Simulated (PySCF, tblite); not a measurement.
**C5H12Ge2O: geometry, infrared bands and NMR shifts**

What infrared bands and NMR shifts should C5H12Ge2O (`[GeH3][GeH2][C@H]1CC=CCO1`) show?

Computed with tblite 0.8.0 and PySCF 2.14.0, with density-fitted response routines of our own, on a single molecule in the gas phase. Atoms are numbered from 0 throughout.

## 1. Starting geometry

20 atoms, charge 0, multiplicity 1; geometry from: force field or distance geometry start.

Bonds of the start (Å): Ge0–Ge1 2.38, Ge1–C2 1.96, C2–C3 1.55, C3–C4 1.50, C4–C5 1.33, C5–C6 1.50, C6–O7 1.41, O7–C2 1.42, Ge0–H8 1.55, Ge0–H9 1.56, Ge0–H10 1.55, Ge1–H11 1.54, Ge1–H12 1.56, C2–H13 1.11, C3–H14 1.10, C3–H15 1.11, C4–H16 1.09, C5–H17 1.09, C6–H18 1.11, C6–H19 1.12.

## 2. Relaxing the molecule with GFN2-xTB

What the job is given:

```
{"job": {"kind": "relax", "xc": "GFN2-xTB", "basis": "xTB"}, "charge": 0, "multiplicity": 1}
Ge    -3.035600    -0.032800     0.529200
Ge    -1.439000    -1.555400    -0.372300
C      0.338200    -0.731300    -0.363300
C      0.352600     0.459700    -1.359800
C      1.582900     1.290100    -1.136400
C      2.292400     1.201500    -0.016500
C      1.977900     0.145400     1.008000
O      0.630600    -0.270700     0.945800
H     -3.113800     1.222200    -0.374600
H     -4.437600    -0.716300     0.588500
H     -2.615700     0.387500     1.956800
H     -1.831400    -1.949500    -1.809300
H     -1.400000    -2.830200     0.532300
H      1.057300    -1.511000    -0.695000
H      0.333400     0.080000    -2.392600
H     -0.537500     1.102100    -1.182900
H      1.844200     2.047200    -1.879300
H      3.168200     1.828400     0.124200
H      2.661500    -0.722200     0.890400
H      2.166400     0.566300     2.027500
```

Started as:

```sh
$ OMP_NUM_THREADS=1 python probes_run.py task.json out
```

One launch serves the whole session: the jobs run in the order shown.

**Question.** This job is followed by: GFN2-xTB harmonic vibrations, gas phase; GIAO PBE0/pcSseg-1 NMR shielding, non-relativistic, gas phase. What will the session give for the following? strongest single infrared mode (GFN2-xTB); zero-point energy (GFN2-xTB); ¹³C shifts against TMS (PBE0/pcSseg-1); ¹H shifts against TMS (PBE0/pcSseg-1, means over atoms taken as alike); ⁷³Ge shifts against GeMe4 (PBE0/pcSseg-1); ¹⁷O shifts against H2O (PBE0/pcSseg-1).

The runs gave:

| quantity | value |
| --- | --- |
| strongest single infrared mode (GFN2-xTB) | 590 cm⁻¹, 538 km/mol |
| zero-point energy (GFN2-xTB) | 90.7 kcal/mol |
| ¹³C shifts against TMS (PBE0/pcSseg-1) | 134.4, 133.3, 69.4, 67.5, 33.1 ppm |
| ¹H shifts against TMS (PBE0/pcSseg-1, means over atoms taken as alike) | 6.26, 5.89, 4.32, 4.26, 4.24, 3.92, 3.83, 3.24, 2.58, 1.85 ppm |
| ⁷³Ge shifts against GeMe4 (PBE0/pcSseg-1) | -193, -355 ppm |
| ¹⁷O shifts against H2O (PBE0/pcSseg-1) | 52.8 ppm |

In words: Over 155 steps the energy fell by 0.361 eV; of the close pairs, Ge0–H10 changed most, 1.546 to 1.493 Å. No mode is imaginary among the 54: a minimum at this level. Unscaled tight-binding wavenumbers are off by several per cent, some by more. Its intensities can rank the bands wrongly. At PBE0/pcSseg-1: The largest span, 267 ppm, is at Ge1, where the paramagnetic term is -1232 ppm. Spin-orbit coupling is left out, which matters for shieldings and couplings at and beside the heavy atoms.
